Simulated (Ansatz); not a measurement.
# C6H3FSi: a ladder of functionals and wavefunction methods

An exercise on one series of results from a longer session: the logs are not shown, and one member is left open.

The runs use Ansatz 0.2.0, Gaussian basis; functionals in def2-TZVPP, the program's frozen cores in correlated methods.

Levels to be run: LDA (SPW92), PBE-D4, revPBE-D4, BLYP-D4, r2SCAN-D4, B97M-V, PBE0-D4, B3LYP-D4, r2SCANh-D4, r2SCAN0-D4, HSE06-D4, BHLYP-D4, CAM-B3LYP-D4, LC-ωPBE, ωB97X-V, ωB97M-V, B2PLYP, PBE-QIDH; CCSD(T)/def2-SVP; CCSD(T)/def2-TZVPP; MP2/def2-QZVPP; extrapolation to the limit; RPA on PBE.

**The geometry**

All runs share one geometry, relaxed beforehand with PBE0-D4 in a triple-zeta def2 set.

SMILES `C#C[Si](F)(C#C)C#C`, 11 atoms, charge 0, spin multiplicity 1.

Atoms are counted from 1 here; the program's logs count them from 0.

Bond lengths: C1–C2 1.205 Å, C1–H9 1.066 Å, C2–Si3 1.810 Å, Si3–F4 1.587 Å, Si3–C5 1.810 Å, Si3–C7 1.810 Å, C5–C6 1.205 Å, C6–H10 1.066 Å, C7–C8 1.205 Å, C8–H11 1.066 Å. Angles: C2–C1–H9 179.9°, C1–C2–Si3 179.2°, C2–Si3–F4 108.7°, C2–Si3–C5 110.3°, C2–Si3–C7 110.3°, F4–Si3–C5 108.6°, F4–Si3–C7 108.6°, C5–Si3–C7 110.3°, Si3–C5–C6 179.2°, C5–C6–H10 179.9°, Si3–C7–C8 179.2°, C7–C8–H11 179.9°.

The first run:

The input, in.yaml:

```yaml
crystal:
  periodic: [false, false, false]
  atoms:
    - {symbol: C, position_ang: [-0.712254, -0.012278, 2.781165]}
    - {symbol: C, position_ang: [-0.670389, 0.038655, 1.577898]}
    - {symbol: Si, position_ang: [-0.583785, 0.110683, -0.228270]}
    - {symbol: F, position_ang: [-2.038247, 0.396273, -0.795155]}
    - {symbol: C, position_ang: [0.514273, 1.450987, -0.750575]}
    - {symbol: C, position_ang: [1.257390, 2.336629, -1.090598]}
    - {symbol: C, position_ang: [-0.004212, -1.470073, -0.891782]}
    - {symbol: C, position_ang: [0.395161, -2.521145, -1.325312]}
    - {symbol: H, position_ang: [-0.751845, -0.056900, 3.845792]}
    - {symbol: H, position_ang: [1.912977, 3.121454, -1.392668]}
    - {symbol: H, position_ang: [0.746329, -3.451487, -1.710197]}
basis:
  gaussian: {orbitals: def2-TZVPP}
hamiltonian: {xc: lda}
output: {orbitals: {seedname: orbitals}}
```

Launch:

```
$ ansatz run in.yaml --threads 4 --pin off --events-out ev --progress --plain --max-ram 11315MiB
```

Among the steps run: LDA; PBE-D4 (GGA); revPBE-D4 (GGA); BLYP-D4 (GGA); r2SCAN-D4 (meta-GGA); B97M-V (meta-GGA); B3LYP-D4 (hybrid); r2SCANh-D4 (hybrid); r2SCAN0-D4 (hybrid); HSE06-D4 (hybrid); BHLYP-D4 (hybrid); CAM-B3LYP-D4 (range-separated); LC-ωPBE (range-separated); ωB97X-V (range-separated); ωB97M-V (range-separated); B2PLYP (double hybrid); PBE-QIDH (double hybrid).

One table of the session follows, with a row left open; its other results are not shown here.

It belongs to the step «Orbital energies across the functionals». 

```
  functional  HOMO (eV)  LUMO (eV)  gap (eV)
 LDA (SPW92)      -7.39      -2.59      4.80
      PBE-D4      -7.19      -2.31      4.88
   revPBE-D4      -7.12      -2.21      4.91
     BLYP-D4      -7.00      -2.13      4.86
   r2SCAN-D4      -7.41      -2.10      5.32
      B97M-V      -7.38      -2.03      5.35
     PBE0-D4      -8.40      -1.43      6.97
    B3LYP-D4          ?          ?         ?
  r2SCANh-D4      -7.87      -1.78      6.09
  r2SCAN0-D4      -8.55      -1.31      7.24
    HSE06-D4      -7.99      -1.81      6.19
    BHLYP-D4      -9.41      -0.39      9.02
CAM-B3LYP-D4      -9.73      -0.32      9.41
     LC-ωPBE     -11.21       0.78     11.99
     ωB97X-V     -10.75       0.72     11.47
     ωB97M-V     -10.63       0.59     11.22
```

Q: Estimate the row for B3LYP-D4 from the others.

Worked estimate for «HOMO (eV)». Against the share of exact exchange, BLYP-D4 (0, -7.00), BHLYP-D4 (0.5, -9.41) give a slope of -4.82 per unit share; at 0.2 the line stands at -7.96.

The run gave: HOMO (eV): -8.13; LUMO (eV): -1.60; gap (eV): 6.53. In «HOMO (eV)» the line misses by +0.17.
